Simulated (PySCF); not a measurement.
# Accurate constants of BeO, step by step

The task here is to estimate one member of a computed series from the others.

The runs use PySCF 2.14.0; CCSD(T) on RHF, no relativity in the base curves; scalar relativity is added as a correction.

Set-up of the first run:

- molecule: BeO
- state: singlet, unpaired electrons none
- smaller basis: Be aug-cc-pVTZ, O aug-cc-pVTZ
- larger basis: Be aug-cc-pVQZ, O aug-cc-pVQZ
- frozen core orbitals: 2
- extrapolation: correlation as n⁻³ (n = 3, 4), Hartree–Fock as (n+1)·exp(−9√n)
- corrections: core–valence correlation, scalar relativity
- distances (Å): 1.1713, 1.2245, 1.2777, 1.3310, 1.3842, 1.4508, 1.5173
- masses (u): 9.0122, 15.9949
- dissociation limit: Be + O

Run with:

```console
> OMP_NUM_THREADS=4 python comp.py task.json out
```

Steps of the session up to this table: Coupled cluster at each distance.

One table of the session follows, with a row left open; its other results are not shown here.

It belongs to the step «Coupled cluster at each distance». Parts of the energy along the bond, in eV from Be + O:

```
 R (Å)  HF/CBS  CCSD corr.      (T)  core–valence  relativity
1.1713  -1.146      -2.290  -0.2744       -0.0826      0.0091
1.2245  -1.558      -2.377  -0.3030       -0.0668      0.0100
1.2777  -1.710      -2.467  -0.3356       -0.0540      0.0107
1.3310  -1.668      -2.559  -0.3726       -0.0435      0.0112
1.3842       ?           ?        ?             ?           ?
1.4508  -1.115      -2.768  -0.4724       -0.0264      0.0113
1.5173  -0.650      -2.880  -0.5351       -0.0196      0.0110
```

**Question.** Estimate the row for R (Å) = 1.3842.

Worked estimate for «HF/CBS». A straight line through the neighbours (1.3310, -1.668) and (1.4508, -1.115) gives -1.668 + (-1.115 + 1.668) × (1.3842 − 1.3310) / (1.4508 − 1.3310) = -1.422; a parabola fitted to 4 rows on both sides gives -1.478.

As computed: HF/CBS: -1.484; CCSD corr.: -2.652; (T): -0.4142; core–valence: -0.0350; relativity: 0.0113. In «HF/CBS» the line misses by +0.062 and the parabola by +0.006.
